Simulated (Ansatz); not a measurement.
## AlGeH5OS, SMILES [OH][Al]([SH])[GeH3]: a rigid scan of one bond angle, step by step

Program: Ansatz 0.2.0 through its Python package.

Interactive session:
```pycon
>>> import warnings
>>> import ansatz as az
>>> from ase import Atoms
>>> warnings.simplefilter("ignore", az.DeckWarning)
>>> atoms = Atoms(["O", "Al", "S", "Ge", "H", "H", "H", "H", "H"], positions=[
...     [0.2782, 1.1733, -2.0269],
...     [0.5866, 0.2557, -0.5185],
...     [2.6023, 0.3956, 0.4368],
...     [-1.0632, -1.1387, 0.4709],
...     [-0.1157, 2.0769, -1.7247],
...     [2.235, 1.4935, 1.2532],
...     [-2.4029, -1.0531, -0.3721],
...     [-0.6069, -2.6018, 0.5044],
...     [-1.425, -0.6478, 1.9598],
... ])
>>> first = az.Crystal.molecule_from_ase(atoms).calculation()
>>> first = first.basis(gaussian="def2-SVP")
>>> first = first.functional("pbe").relax(force_tolerance=0.02, max_steps=80)
>>> atoms.positions = first.run().report["positions_ang"]
>>> rows = []
>>> for angle in [85, 95, 105, 115, 125, 140, 160]:
...     bent = atoms.copy()
...     bent.set_angle(1, 0, 4, angle, indices=[4])
...     setup = az.Crystal.molecule_from_ase(bent).calculation().basis(gaussian="def2-SVP").functional("pbe")
...     rows.append((angle, setup.run().report["free_energy_ev"]))
...
>>> floor = min(e for _, e in rows)
>>> for angle, e in rows:
...     print(f"angle Al1-O0-H4 = {angle:3d} deg   {1000 * (e - floor):9.1f} meV")
...
angle Al1-O0-H4 =  85 deg       457.2 meV
angle Al1-O0-H4 =  95 deg       226.7 meV
angle Al1-O0-H4 = 105 deg        89.5 meV
angle Al1-O0-H4 = 115 deg        20.2 meV
angle Al1-O0-H4 = 125 deg         0.0 meV
angle Al1-O0-H4 = 140 deg        27.4 meV
angle Al1-O0-H4 = 160 deg       102.6 meV
```

The scan is rigid, and the energies are electronic, in a modest basis. The zero is the lowest point of the grid, which needn't be the minimum. The whole script took 100 s on 1 thread of Arm Neoverse V1, with other jobs on the host, peak memory 0.23 GiB.
